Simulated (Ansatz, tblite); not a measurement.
# BMe2(PMe2) (C₄H₁₂BP): removing an electron

One table from this session's results is given with a row withheld; the runs are named, their logs left out.

Program: Ansatz 0.2.0, Gaussian basis. Level of theory: as each input shows. These are calculated values, not measurements.

Plan: charge +1 doublet, at the geometry of the singlet (PBE0-D4/def2-TZVP, PBE-D4/def2-TZVP, ωB97X-V/def2-TZVP, CCSD(T)/def2-SVP); charge +1 doublet, relaxed (PBE0-D4/def2-TZVP, PBE-D4/def2-TZVP); the starting singlet's energies come from earlier runs.

2 further runs of the same task are left out: 2 set aside as unsound or not needed. Runs told in other sessions of the task aren't counted.

**The relaxed structure**

The singlet was relaxed beforehand with r2SCAN-D4/def2-SVP.

18 atoms, charge 0, spin multiplicity 1.

Atoms are counted from 1 here; the program's logs count them from 0.

Bond lengths: B1–C2 1.578 Å, B1–C6 1.576 Å, B1–P10 1.882 Å, C2–H3 1.109 Å, C2–H4 1.103 Å, C2–H5 1.102 Å, C6–H7 1.107 Å, C6–H8 1.100 Å, C6–H9 1.105 Å, P10–C11 1.852 Å, P10–C12 1.852 Å, C11–H13 1.102 Å, C11–H14 1.101 Å, C11–H15 1.100 Å, C12–H16 1.102 Å, C12–H17 1.101 Å, C12–H18 1.100 Å. Angles: C2–B1–C6 119.7°, C2–B1–P10 119.5°, C6–B1–P10 120.6°, B1–C2–H3 106.9°, B1–C2–H4 113.4°, B1–C2–H5 115.1°, H3–C2–H4 106.1°, H3–C2–H5 106.0°, H4–C2–H5 108.7°, B1–C6–H7 108.3°, B1–C6–H8 116.6°, B1–C6–H9 110.3°, H7–C6–H8 107.7°, H7–C6–H9 105.0°, H8–C6–H9 108.2°, B1–P10–C11 109.2°, B1–P10–C12 108.7°, C11–P10–C12 103.3° and more.

Set-up of the first run:

Contents of in.yaml:

```yaml
crystal:
  periodic: [false, false, false]
  atoms:
    - {symbol: B, position_ang: [0.071819, 0.917841, -0.232141]}
    - {symbol: C, position_ang: [1.322386, 1.289029, -1.120456]}
    - {symbol: H, position_ang: [2.224841, 1.069989, -0.514258]}
    - {symbol: H, position_ang: [1.376175, 2.361445, -1.373926]}
    - {symbol: H, position_ang: [1.429258, 0.701425, -2.046001]}
    - {symbol: C, position_ang: [-0.558457, 2.003628, 0.721121]}
    - {symbol: H, position_ang: [0.220171, 2.335037, 1.434453]}
    - {symbol: H, position_ang: [-1.438122, 1.695834, 1.305556]}
    - {symbol: H, position_ang: [-0.824089, 2.910167, 0.147375]}
    - {symbol: P, position_ang: [-0.749308, -0.762695, -0.444558]}
    - {symbol: C, position_ang: [-1.409020, -1.329831, 1.190613]}
    - {symbol: C, position_ang: [0.557151, -2.015969, -0.836454]}
    - {symbol: H, position_ang: [-0.617829, -1.477257, 1.943478]}
    - {symbol: H, position_ang: [-1.955541, -2.276917, 1.062784]}
    - {symbol: H, position_ang: [-2.123126, -0.584475, 1.571098]}
    - {symbol: H, position_ang: [1.287530, -2.139832, -0.020300]}
    - {symbol: H, position_ang: [0.090815, -2.991431, -1.043682]}
    - {symbol: H, position_ang: [1.095334, -1.705989, -1.744713]}
basis:
  gaussian: {orbitals: def2-TZVP}
total_charge: 1
magnetization: {spin_polarized: true, initial_magnetization: 1}
hamiltonian: {xc: pbe0, dispersion: d4}
scf: {omitted_lower_state_checks: [starts]}
output: {orbitals: {seedname: orbitals}}
```

Started as:

```
> ansatz run in.yaml --threads 4 --pin off --events-out ev --progress --plain --max-ram 8704MiB
```

Among the steps run: Charge +1 doublet at the fixed geometry, PBE0-D4/def2-TZVP; Charge +1 doublet at the fixed geometry, PBE-D4/def2-TZVP; Charge +1 doublet at the fixed geometry, ωB97X-V/def2-TZVP; Charge +1 doublet at the fixed geometry, CCSD(T)/def2-SVP.

One of the session's tables, all rows but one given; the rest of the session is left out.

It belongs to the step «Vertical ionisation energy». 

```
           method  vertical ionisation energy (eV)
      HF/def2-SVP                                ?
 PBE-D4/def2-TZVP                             7.85
PBE0-D4/def2-TZVP                             7.90
ωB97X-V/def2-TZVP                             7.98
     MP2/def2-SVP                             7.84
    CCSD/def2-SVP                             7.82
 CCSD(T)/def2-SVP                             7.85
```

Q: Estimate the row for HF/def2-SVP from the others.

**Answer.** vertical ionisation energy (eV): 6.97. In the column «vertical ionisation energy (eV)» it is the lowest.
